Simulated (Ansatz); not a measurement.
# In2Te2O: the cost of one run

Program: Ansatz 0.2.0. Level of theory: DFT PBE, scalar-relativistic, plane waves, PAW, unless a step names another level. These are calculated values, not measurements.

4 further runs of the same task are left out: 3 that didn't finish, 1 set aside as unsound or not needed.

**1. The system as given**

The structure is trigonal, space group P-3m1 (No. 164). Conventional cell: a = 4.436 Å, b = 4.436 Å, c = 10.497 Å, α = 90.00°, β = 90.00°, γ = 120.00°. Around In (site symmetry 3m) lie 1 O at 1.97 Å. Te (site symmetry 3m) has 3 In at 2.87 Å as nearest neighbours. O (site symmetry -3m) is surrounded by 2 In at 1.97 Å.

As a file:

```cif
data_structure
_symmetry_space_group_name_H-M 'P-3m1'
_symmetry_Int_Tables_number 164
_cell_length_a 4.4364
_cell_length_b 4.4364
_cell_length_c 10.4973
_cell_angle_alpha 90.000
_cell_angle_beta 90.000
_cell_angle_gamma 120.000
_cell_volume 178.93
loop_
_atom_site_label
_atom_site_type_symbol
_atom_site_symmetry_multiplicity
_atom_site_Wyckoff_symbol
_atom_site_fract_x
_atom_site_fract_y
_atom_site_fract_z
_atom_site_occupancy
In1 In 2 c 0.00000 0.00000 0.81232 1
Te1 Te 2 d 0.33333 0.66667 0.31113 1
O1 O 1 a 0.00000 0.00000 0.00000 1
```

It came out lowest among 29 distinct ends of the trial cells. At a tolerance of 0.02 Å it has space group P-3m1 (No. 164).

**2. A stricter relaxation, on the response runs' mesh and smearing**

The input, input.yaml:

```yaml
crystal:
  lattice:
    - [4.4364485183, 0.0, 0.0]
    - [-2.2182242591, 3.8420771195, 0.0]
    - [0.0, 0.0, 10.4973447109]
  atoms:
    - { symbol: In, position: [0.0, 0.0, 0.8123172302] }
    - { symbol: In, position: [0.0, 0.0, 0.1876827698] }
    - { symbol: Te, position: [0.3333333333, 0.6666666667, 0.311127791] }
    - { symbol: Te, position: [0.6666666667, 0.3333333333, 0.688872209] }
    - { symbol: O, position: [0.0, 0.0, 0.0] }
basis:
  ecutwfc: 420
kpoints:
  mp_grid: { grid: [6, 6, 4] }
hamiltonian:
  xc: pbe
scf:
  occupations: { method: fixed }
output:
  forces: true
  stress: true
  eigenvalues: true
relax:
  adjacent_minimum: "off"
  f_tol: 0.001
  max_steps: 60
  cell: { stress_tol: 0.01 }
```

Launch:

```
ansatz run input.yaml --threads 3 --pin off --max-ram 7680MiB --backend cpu --events-out ev --progress --plain --runs-dir out
```

**Question.** How long does this run take on 3 threads of Intel Xeon at 2.50GHz (Skylake/Cascade Lake), shared host, and how much memory does it need?

About 44 s, with a peak of 0.58 GiB.
